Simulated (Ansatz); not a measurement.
# CH₄AlNOS: one species, many methods

How much do the methods differ for CH₄AlNOS? The plan is to run it at one geometry with functionals of several rungs and with coupled cluster, and see how far each lands from CCSD(T) at the basis-set limit for the atomisation energy.

Method: functionals in def2-TZVPP, the program's frozen cores in correlated methods; program: Ansatz 0.2.0, Gaussian basis.

Levels to be run: PBE-D4, r2SCAN-D4, PBE0-D4, B3LYP-D4, ωB97X-V, ωB97M-V, B2PLYP; CCSD(T)/def2-TZVPP; MP2/def2-QZVPP; extrapolation to the limit.

## (1) The relaxed structure

All runs share one geometry, relaxed beforehand with PBE0-D4 in a triple-zeta def2 set.

SMILES `N=[C](O)[AlH][SH]`, 9 atoms, charge 0, spin multiplicity 1.

Atoms are counted from 1 here; the program's logs count them from 0.

Bond lengths: N1–C2 1.267 Å, N1–H6 1.027 Å, C2–O3 1.358 Å, C2–Al4 1.980 Å, O3–H7 0.969 Å, Al4–S5 2.177 Å, Al4–H8 1.571 Å, S5–H9 1.346 Å. Angles: C2–N1–H6 114.0°, N1–C2–O3 126.4°, N1–C2–Al4 115.9°, O3–C2–Al4 117.8°, C2–O3–H7 109.9°, C2–Al4–S5 117.1°, C2–Al4–H8 122.5°, S5–Al4–H8 120.4°, Al4–S5–H9 91.9°.

As a file:

| atom | x (Å) | y (Å) | z (Å) |
| --- | --- | --- | --- |
| N1 | -1.5690 | -0.4437 | 0.9159 |
| C2 | -0.5807 | 0.0857 | 0.3250 |
| O3 | -0.3803 | 1.4133 | 0.1229 |
| Al4 | 0.7890 | -1.1694 | -0.3606 |
| S5 | 2.5023 | -0.3032 | -1.3866 |
| H6 | -2.2611 | 0.2324 | 1.2594 |
| H7 | -1.1149 | 1.9192 | 0.5015 |
| H8 | 0.6697 | -2.7261 | -0.1865 |
| H9 | 2.0335 | 0.9455 | -1.2080 |

## (2) PBE-D4 (GGA)

Input file in.yaml:

```yaml
crystal:
  periodic: [false, false, false]
  atoms:
    - {symbol: N, position_ang: [-1.568955, -0.443687, 0.915857]}
    - {symbol: C, position_ang: [-0.580706, 0.085704, 0.325003]}
    - {symbol: O, position_ang: [-0.380262, 1.413256, 0.122865]}
    - {symbol: Al, position_ang: [0.788981, -1.169378, -0.360618]}
    - {symbol: S, position_ang: [2.502266, -0.303185, -1.386585]}
    - {symbol: H, position_ang: [-2.261147, 0.232442, 1.259369]}
    - {symbol: H, position_ang: [-1.114887, 1.919181, 0.501455]}
    - {symbol: H, position_ang: [0.669677, -2.726074, -0.186490]}
    - {symbol: H, position_ang: [2.033533, 0.945542, -1.207957]}
basis:
  gaussian: {orbitals: def2-TZVPP}
hamiltonian: {xc: pbe, dispersion: d4}
output: {forces: true, orbitals: {seedname: orbitals}}
```

The run is started by

```
ansatz run in.yaml --threads 4 --pin off --events-out ev --progress --plain --max-ram 10444MiB
```

After this run come: r2SCAN-D4 (meta-GGA); PBE0-D4 (hybrid); B3LYP-D4 (hybrid); ωB97X-V (range-separated); ωB97M-V (range-separated); B2PLYP (double hybrid); CCSD(T) in def2-TZVPP; MP2 in def2-QZVPP.

Q: Predict the results of all the runs planned. Wanted: atomisation energy, CCSD(T)/CBS; farthest; mean size of error, hybrid; mean size of error, range-separated; gap, smallest and largest; T1 diagnostic; triples share of the correlation energy.

**Answer**, as computed:

```
                               quantity                                 value
        atomisation energy, CCSD(T)/CBS                         3151.7 kJ/mol
 functionals within 15.8 kJ/mol (0.5 %)          r2SCAN-D4, PBE0-D4, B3LYP-D4
                               farthest                 PBE-D4 (+99.6 kJ/mol)
             mean size of error, hybrid                            3.3 kJ/mol
    mean size of error, range-separated                           19.1 kJ/mol
              gap, smallest and largest  4.03 eV (PBE-D4), 10.54 eV (ωB97X-V)
                          T1 diagnostic                                0.0142
triples share of the correlation energy                                 4.3 %
```

**Reading.** PBE-D4 misses by +99.6 kJ/mol. Double hybrids carry the basis error of their MP2 part in triple zeta, and no dispersion term here, so their miss is partly the set-up's. The reference freezes the cores and leaves out relativity and excitations past (T), so misses under about 15.8 kJ/mol can't be ranked. Hartree-Fock recovers 66 % of the binding; the rest is correlation. The gap grows from 4.0 to 10.5 eV across the functionals, mostly with the share of exact exchange.
